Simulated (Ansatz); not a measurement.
# Pb: LAPW beside PAW

Aim: solve Pb at one geometry with LAPW, all electrons, PAW with frozen cores and datasets made for this crystal, and see where they agree.

This is Pb in the hcp structure; at room conditions it is fcc.

Program: Ansatz 0.2.0. Level of theory: DFT PBEsol, scalar-relativistic. These are calculated values, not measurements.

**1. The structure to begin with**

Symmetry: P6_3/mmc, No. 194, hexagonal system. The conventional cell has a = 3.480 Å, b = 3.480 Å, c = 5.590 Å, α = 90.00°, β = 90.00°, γ = 120.00°. Around Pb (site symmetry -6m2) lie 12 Pb at 3.44 to 3.48 Å.

Coordinates:

```cif
data_structure
_symmetry_space_group_name_H-M 'P6_3/mmc'
_symmetry_Int_Tables_number 194
_cell_length_a 3.4800
_cell_length_b 3.4800
_cell_length_c 5.5900
_cell_angle_alpha 90.000
_cell_angle_beta 90.000
_cell_angle_gamma 120.000
_cell_volume 58.63
loop_
_atom_site_label
_atom_site_type_symbol
_atom_site_symmetry_multiplicity
_atom_site_Wyckoff_symbol
_atom_site_fract_x
_atom_site_fract_y
_atom_site_fract_z
_atom_site_occupancy
Pb1 Pb 2 c 0.33333 0.66667 0.25000 1
```

The file gives the conventional cell by its symmetry; the runs use the cell typed in the input.

Structure: COD 1537623, as refined from experiment and not relaxed.

Atoms are numbered in the order of the input: Pb1, Pb2.

**2. LAPW, all electrons**

Contents of input.yaml:

```yaml
crystal:
  lattice:
    - [3.4800006906, 0.0, 0.0]
    - [-1.7400003453, 3.0137690032, 0.0]
    - [0.0, 0.0, 5.59]
  atoms:
    - { symbol: Pb, position: [0.3333333333, 0.6666666667, 0.25] }
    - { symbol: Pb, position: [0.6666666667, 0.3333333333, 0.75] }
kpoints:
  mp_grid: { grid: [14, 14, 8] }
  band_path:
    path:
      - [0.0, 0.0, 0.0]
      - [0.5, 0.0, 0.0]
      - [0.3333333333, 0.3333333333, 0.0]
      - [0.0, 0.0, 0.0]
      - [0.0, 0.0, 0.5]
      - [0.5, 0.0, 0.5]
      - [0.3333333333, 0.3333333333, 0.5]
      - [0.0, 0.0, 0.5]
      - [0.5, 0.0, 0.5]
    npoints: 14
scf:
  occupations: { method: fermi_dirac, width: 0.08 }
hamiltonian:
  xc: pbesol
  pseudopotentials: { kind: all_electron, lapw: { basis_error: 0.0005 } }
output:
  forces: true
  stress: true
  eigenvalues: true
  populations: true
  dos: { projected: true, de: 0.2, e_range: [-14, 8] }
```

Command:

```console
ansatz run input.yaml --threads 1 --pin off --max-ram 3072MiB --backend cpu --events-out ev --progress --plain --runs-dir out
```

**3. PAW with frozen cores**

Edit input.yaml of step 2 so:

```diff
@@ -26,3 +26,3 @@
   xc: pbesol
-  pseudopotentials: { kind: all_electron, lapw: { basis_error: 0.0005 } }
+  pseudopotentials: { kind: paw }
 output:
@@ -31,3 +31,9 @@
   eigenvalues: true
+  efg: { contact_densities: true }
   populations: true
+  bader: true
   dos: { projected: true, de: 0.2, e_range: [-14, 8] }
+  write_density: true
+  write_potential: true
+  elf: true
+  volumetric_format: npy
```

**4. Datasets made for this crystal**

Edit input.yaml of step 3 so:

```diff
@@ -21,3 +21,3 @@
       - [0.5, 0.0, 0.5]
-    npoints: 14
+    npoints: 8
 scf:
@@ -26,3 +26,3 @@
   xc: pbesol
-  pseudopotentials: { kind: paw }
+  pseudopotentials: { kind: all_electron, datasets: crystal }
 output:
@@ -32,8 +32 @@
   efg: { contact_densities: true }
-  populations: true
-  bader: true
-  dos: { projected: true, de: 0.2, e_range: [-14, 8] }
-  write_density: true
-  write_potential: true
-  elf: true
-  volumetric_format: npy
```

(Steps that only read results are left out.)

Q: Predict the outcome of this session. Wanted: pressure; gap; Bader charges.

**Answer**, as computed:

```
           quantity                                           value
           pressure  LAPW 1.00, PAW 0.99, crystal datasets 1.00 GPa
         gap (LAPW)                                            none
Bader charges (PAW)                                     Pb1 +0.00 e
```

**Reading.** At this geometry the cell is under compression of 1.0 GPa, so it would expand if let go. Bands cross the Fermi level: the crystal is a metal at this level. Pb 6p carries the largest share, 88 %, of the projected states within 0.3 eV of the Fermi level. The projection holds only the free atom's occupied shells (Pb 6s, Pb 6p in this range). The field gradient at Pb1, the largest by crystal datasets, is -5.24 by PAW and -5.30 by crystal datasets (10²¹ V/m²), within 5 %. Spin–orbit coupling is left out, which moves gradients at and beside heavy atoms by some per cent and at worst by a factor of two. In pressure, PAW differs from LAPW by less than 0.01 GPa. LAPW took about 3 times as long as PAW (72 s against 22 s, on a shared host and with the outputs that each input asks for). Spin-orbit coupling is left out, though the cell holds Pb; in elements this heavy it can shift bands and gaps by tenths of an eV.
